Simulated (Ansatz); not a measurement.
# GaCo, space group Pm-3m: an equation of state with a fit

Computed with Ansatz 0.2.0 through its Python package.

`run_eos.py`:
```python
"""Equation of state of GaCo."""

import ansatz
from ase.eos import EquationOfState
from ase.units import GPa
import numpy as np

vectors0 = np.array([
    [2.878, 0.0, 0.0],
    [0.0, 2.878, 0.0],
    [0.0, 0.0, 2.878],
])
sites = [
    ("Ga", (0.5, 0.5, 0.5), 0.0),
    ("Co", (0.0, 0.0, 0.0), 1.8),
]


def crystal_on(cell):
    crystal = ansatz.Crystal(lattice=ansatz.Lattice.of(cell))
    for symbol, position, moment in sites:
        crystal = crystal.atom(symbol, position, moment=moment or None)
    return crystal

# uniform scaling of the cell
volumes, energies = [], []
for scale in np.linspace(0.92, 1.08, 7):
    cell = vectors0 * scale ** (1 / 3)
    model = crystal_on(cell).calculation()
    model = model.pseudopotentials("paw").spin(ansatz.SpinTreatment.COLLINEAR)
    model = model.occupations(ansatz.OccupationsMethod.FERMI_DIRAC, width=0.1)
    model = model.functional("PBE")
    model = model.basis(500).kpoints(8, 8, 8)
    rep = model.run(threads=1, pin="off").report
    volumes.append(abs(np.linalg.det(cell)) / len(sites))
    energies.append(rep["free_energy_ev"] / len(sites))
    print(f"V = {volumes[-1]:8.4f} A^3/atom  F = {energies[-1]:.5f} eV/atom")

eos = EquationOfState(volumes, energies, eos="birchmurnaghan")
v0, e0, bulk = eos.fit()
print(f"V0 = {v0:.4f} A^3/atom, E0 = {e0:.5f} eV/atom, B = {bulk / GPa:.1f} GPa")
```

```console
$ python run_eos.py
RunWarning: the starting moments were not kept: the SCF closed with an absolute magnetisation of 1.5e-5 μB, where they sum to 1.8 μB in size (1 site). That is at most 0.1 of that sum. Measured as dr2_m measures the in/out step, that magnetisation stands [...]
V =  10.9655 A^3/atom  F = -4454.79794 eV/atom
V =  11.2834 A^3/atom  F = -4454.82872 eV/atom
V =  11.6012 A^3/atom  F = -4454.84658 eV/atom
V =  11.9191 A^3/atom  F = -4454.85333 eV/atom
V =  12.2369 A^3/atom  F = -4454.85058 eV/atom
RunWarning: the net moment that the starting moments add up to was not kept: the SCF closed with a net magnetisation of 1.5e-1 μB in size, at most 0.1 of the 1.8 μB that the starting moments add up to as vectors. Its absolute magnetisation is 2.1e-1 μB, where [...]
V =  12.5548 A^3/atom  F = -4454.83973 eV/atom
V =  12.8726 A^3/atom  F = -4454.82196 eV/atom
V0 = 11.9790 A^3/atom, E0 = -4454.85349 eV/atom, B = 174.5 GPa
```
(Warnings from the package without file and line, shortened, repeats left out.)

A third-order Birch-Murnaghan fit through the 7 points has its minimum at 11.98 Å³ an atom, 0.5 % above the typed cell, with a bulk modulus of 175 GPa and dB/dP = 4.9. From that minimum the energy rises by 55.5 meV an atom on the compressed side and 31.5 meV on the expanded side.

What to keep in mind:
- Total energies depend on the potentials; only differences at equal settings carry meaning.
- The SCF didn't keep the moments it started from (some shrank, vanished or turned); what is printed is the state reached.
- For a metal this k-point mesh is coarse: on a finer one energies can move by several to tens of meV an atom and pressures by half a GPa or more, differences at one mesh by less.
- The starting cell is as deposited in a crystallographic database; the results hold for this polymorph, which needn't be the stable one.
- Cost: about 60 core-seconds.

(Lines on the test bed's own set-up are left out of the output.)
